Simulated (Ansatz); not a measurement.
## CH5FGe, SMILES [CH3][GeH2][F]: a geometry optimisation

Run with Ansatz 0.2.0, Python API.

`opt_ch5fge.py`:
```python
"""Minimum-energy structure of CH5FGe."""

import ansatz as az
import numpy as np
import pandas as pd


def main() -> None:
    geometry_ang = [
        ("C", (-0.61593, 0.80256, -0.34624)),
        ("Ge", (0.44664, -0.76685, 0.1676)),
        ("F", (1.41382, -0.22279, 1.52236)),
        ("H", (-1.26101, 0.59211, -1.19367)),
        ("H", (0.04761, 1.62364, -0.60876)),
        ("H", (-1.23415, 1.11691, 0.49187)),
        ("H", (1.50523, -1.21964, -0.80223)),
        ("H", (-0.30222, -1.92594, 0.76907)),
    ]
    mol = az.Crystal.molecule()
    for symbol, xyz in geometry_ang:
        mol = mol.atom(symbol, xyz)

    calc = (
        mol.calculation()
        .basis(gaussian="def2-SVP")
        .functional("b3lyp")
    )
    symbols = [site.symbol for site in mol.cartesian_sites]
    start = np.array([site.position_ang for site in mol.cartesian_sites], dtype=float)
    rep = calc.relax(force_tolerance=0.02).run(threads=1, pin="off").report
    end = np.array(rep["positions_ang"])

    for key in ("converged", "free_energy_ev", "reference_energy_ev", "n_frozen", "n_occupied", "n_virtual"):
        print(f"{key:22s} {rep[key]}")

    print("final positions (A) and the move of each atom")
    for symbol, xyz, old in zip(symbols, end, start):
        print(f"{symbol:2s} {xyz[0]:10.5f} {xyz[1]:10.5f} {xyz[2]:10.5f}   {np.linalg.norm(xyz - old):7.4f}")

    charges = rep["charge_distribution"]
    table = pd.DataFrame({"atom": symbols, "mulliken": charges["mulliken_charges_e"], "lowdin": charges["lowdin_charges_e"]})
    print(table.round(3).to_string())
    print("dipole (e A):", np.round(charges["dipole_moment_e_ang"], 4) + 0.0)
    with open("ch5fge_opt.xyz", "w") as handle:
        handle.write(f"{len(symbols)}\nrelaxed CH5FGe\n")
        handle.writelines(f"{s:2s} {x:11.6f} {y:11.6f} {z:11.6f}\n" for s, (x, y, z) in zip(symbols, end))


if __name__ == "__main__":
    main()
```

```console
$ python opt_ch5fge.py
converged              True
free_energy_ev         -60345.90178881149
reference_energy_ev    -60345.90178881149
n_frozen               0
n_occupied             [26, 26]
n_virtual              [59, 59]
final positions (A) and the move of each atom
C    -0.60208    0.79264   -0.33491    0.0205
Ge    0.47622   -0.73862    0.21461    0.0623
F     1.45348   -0.21114    1.57623    0.0679
H    -1.23628    0.52384   -1.19427    0.0726
H     0.05195    1.62918   -0.62347    0.0163
H    -1.24713    1.11641    0.49568    0.0135
H     1.47541   -1.19404   -0.87011    0.0784
H    -0.37158   -1.91826    0.73625    0.0771
  atom  mulliken  lowdin
0    C    -0.216  -0.064
1   Ge     0.656   0.181
2    F    -0.402  -0.050
3    H     0.049   0.022
4    H     0.058   0.022
5    H     0.058   0.022
6    H    -0.102  -0.066
7    H    -0.102  -0.066
dipole (e A): [-0.3314  0.007  -0.3779]
```

It writes `ch5fge_opt.xyz`:
```text
8
relaxed CH5FGe
C    -0.602075    0.792639   -0.334913
Ge    0.476216   -0.738620    0.214607
F     1.453478   -0.211141    1.576230
H    -1.236281    0.523837   -1.194269
H     0.051952    1.629185   -0.623467
H    -1.247130    1.116408    0.495675
H     1.475413   -1.194042   -0.870115
H    -0.371583   -1.918264    0.736252
```

What to keep in mind:
- The settings weren't tested for convergence.
- The end point is the stationary point reached from this start; no frequency run checks that it is a minimum, and the basis set is modest.
- The Löwdin charges here are taken after orthogonalising the functions within each atom; they differ from plain Löwdin charges, and their signs can be unphysical.
- b3lyp holds the VWN-RPA fit, as in Gaussian; the form of ORCA and Turbomole is b3lyp5.
- The whole script took 19 s on 1 thread of Intel(R) Xeon(R) Platinum 8488C (Sapphire Rapids), on a shared host, peak memory 0.29 GiB.

(Lines on the test bed's own set-up are left out of the output.)
